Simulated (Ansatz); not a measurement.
# WC: the cost of one run

Computed with Ansatz 0.2.0 (DFT PBE, scalar-relativistic, plane waves, PAW, unless a step's input says otherwise).

1 further run of the same task is left out (set aside as unsound or not needed). Runs told in other sessions of the task aren't counted.

## (1) The system as given

Symmetry: Cm, No. 8, monoclinic system. The conventional cell has a = 7.618 Å, b = 2.922 Å, c = 24.772 Å, α = 90.00°, β = 90.00°, γ = 90.00°. W (site symmetry m) has 4 C at 2.10 to 2.22 Å in its first shell of neighbours. Around C (site symmetry m) lie 5 W at 2.18 to 2.22 Å. Around W (site symmetry m) lie 6 C at 2.20 to 2.21 Å. C (site symmetry m) is surrounded by 6 W at 2.10 to 2.22 Å. W (site symmetry m) is surrounded by 6 C at 2.21 to 2.22 Å. Around C (site symmetry m) lie 6 W at 2.20 to 2.21 Å. W (site symmetry m) is surrounded by 6 C at 2.20 to 2.22 Å. C (site symmetry m) is surrounded by 6 W at 2.20 to 2.22 Å. Only part of the 12 independent sites is listed.

As a file:

```cif
data_structure
_symmetry_space_group_name_H-M 'Cm'
_symmetry_Int_Tables_number 8
_cell_length_a 7.6180
_cell_length_b 2.9218
_cell_length_c 24.7718
_cell_angle_alpha 90.000
_cell_angle_beta 90.000
_cell_angle_gamma 90.000
_cell_volume 551.37
loop_
_atom_site_label
_atom_site_type_symbol
_atom_site_symmetry_multiplicity
_atom_site_Wyckoff_symbol
_atom_site_fract_x
_atom_site_fract_y
_atom_site_fract_z
_atom_site_occupancy
W1 W 2 a 0.21825 0.50000 0.30655 1
C1 C 2 a 0.00790 0.00000 0.31521 1
W2 W 2 a 0.44176 0.00000 0.37924 1
C2 C 2 a 0.22746 0.50000 0.39107 1
W3 W 2 a 0.16134 0.00000 0.45556 1
C3 C 2 a 0.44837 0.00000 0.46810 1
W4 W 2 a 0.38104 0.50000 0.53174 1
C4 C 2 a 0.16942 0.00000 0.54464 1
W5 W 2 a 0.10279 0.50000 0.60873 1
C5 C 2 a 0.38674 0.50000 0.62054 1
W6 W 2 a 0.31821 0.00000 0.68365 1
C6 C 2 a 0.12378 0.50000 0.69497 1
```

Miller indices refer to the conventional cell of the relaxed bulk, P-6m2 (No. 187): a = 2.922 Å, b = 2.922 Å, c = 2.847 Å, α = 90.00°, β = 90.00°, γ = 120.00°.

As cut, it was a (101) slab, 9.8 Å thick as cut, with 15 Å of vacuum; its outer planes are C (top) and W (bottom); it was relaxed in an earlier run.

## (2) Bands of the relaxed slab

A dipole layer in the vacuum cancels the field that periodic copies would set up if the slab's two faces differ.

Input file input.yaml:

```yaml
crystal:
  lattice:
    - [2.9217712149, 0.0, 0.0]
    - [-1.4608856074, 3.8089903548, 0.0]
    - [0.0, 0.0, 24.7718460443]
  atoms:
    - { symbol: W, position: [0.7184016697, 0.4366552096, 0.3065464795] }
    - { symbol: C, position: [0.0080040152, 0.0159579596, 0.3152113385] }
    - { symbol: W, position: [0.4417916815, 0.8836750936, 0.3792405596] }
    - { symbol: C, position: [0.7276149772, 0.4550587043, 0.3910720617] }
    - { symbol: W, position: [0.1615003406, 0.3228214178, 0.4555580528] }
    - { symbol: C, position: [0.448506769, 0.8968976625, 0.4680963712] }
    - { symbol: W, position: [0.8811517806, 0.762231355, 0.5317394162] }
    - { symbol: C, position: [0.1695424254, 0.3389861692, 0.5446407119] }
    - { symbol: W, position: [0.6028221483, 0.2057262885, 0.6087338187] }
    - { symbol: C, position: [0.8868223756, 0.7736228839, 0.6205361026] }
    - { symbol: W, position: [0.3181856446, 0.6365642409, 0.6836527389] }
    - { symbol: C, position: [0.6236062231, 0.2477031167, 0.6949723484] }
basis:
  ecutwfc: 420
kpoints:
  mp_grid: { grid: [13, 9, 1] }
  band_path:
    path: [[0.5, 0, 0], [0, 0, 0], [0, 0.5, 0], [0.5, 0.5, 0], [0, 0, 0]]
    npoints: 12
hamiltonian:
  xc: pbe
scf:
  occupations: { method: gaussian, width: 0.1 }
  n_extra_bands: 30
output:
  forces: true
  eigenvalues: true
  populations: true
  fatbands: true
  write_density: true
  write_potential: true
  elf: true
  volumetric_format: npy
efield:
  axis: 3
  dipole_correction: true
  ramp_width: 0.04
```

Launch:

```
$ ansatz run input.yaml --threads 2 --pin off --max-ram 5120MiB --backend cpu --events-out ev --progress --plain --runs-dir out
```

What time and memory should one allow on 2 threads of Arm Neoverse V2, shared host?

About 3.2 min, with a peak of 1.3 GiB.
